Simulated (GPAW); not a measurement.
Mg3GaO4, 8 atoms in the cell. It takes space group Pm-3m (No. 221, cubic). The conventional cell has a = 4.363 Å, b = 4.363 Å, c = 4.363 Å, α = 90.00°, β = 90.00°, γ = 90.00°. Around Ga (site symmetry m-3m) lie 6 O at 2.18 Å. Mg (site symmetry 4/mmm) has 6 O at 2.18 Å as nearest neighbours. O (site symmetry 4/mmm) is surrounded by 2 Ga at 2.18 Å and 4 Mg at 2.18 Å. Around O (site symmetry m-3m) lie 6 Mg at 2.18 Å. The cell comes from a database or a generator and needn't be the stable form of this composition.

| Item | Value |
| --- | --- |
| Program | GPAW 26.7.0 |
| Task | relaxation of cell and atoms |
| Functional | PBEsol |
| Dispersion | D3(BJ)+ATM |
| Potentials or basis | PAW data sets generated in the run's folder for this functional |
| Cutoff | 800 eV |
| Basis | pw |
| k mesh | 5 × 5 × 5 |
| Occupations | fermi-dirac, width 0.05 eV |
| Spin | no spin polarisation |
| Maxiter | 150 |
| Optimizer | BFGS |
| Fmax | 0.02 eV/Å |
| Max steps | 60 |
| Convergence | density=1e-05 forces=0.0001 |

Potentials or basis: PAW data sets generated in the run's folder for this functional, pw.

Run with:

```bash
$ gpaw-setup -f PBEsol Ga Mg O
$ OMP_NUM_THREADS=1 python run.py
```

Hardware: 1 thread of Arm Neoverse V2 (shared host).

Problem. Estimate the wall time of this run.

Solution. Wall time 2.1 min on 1 thread of Arm Neoverse V2 (shared host), peak memory 0.27 GiB. Counts: scf iterations 38, plane waves 4337, bands 48, k points 10, ion steps 4.
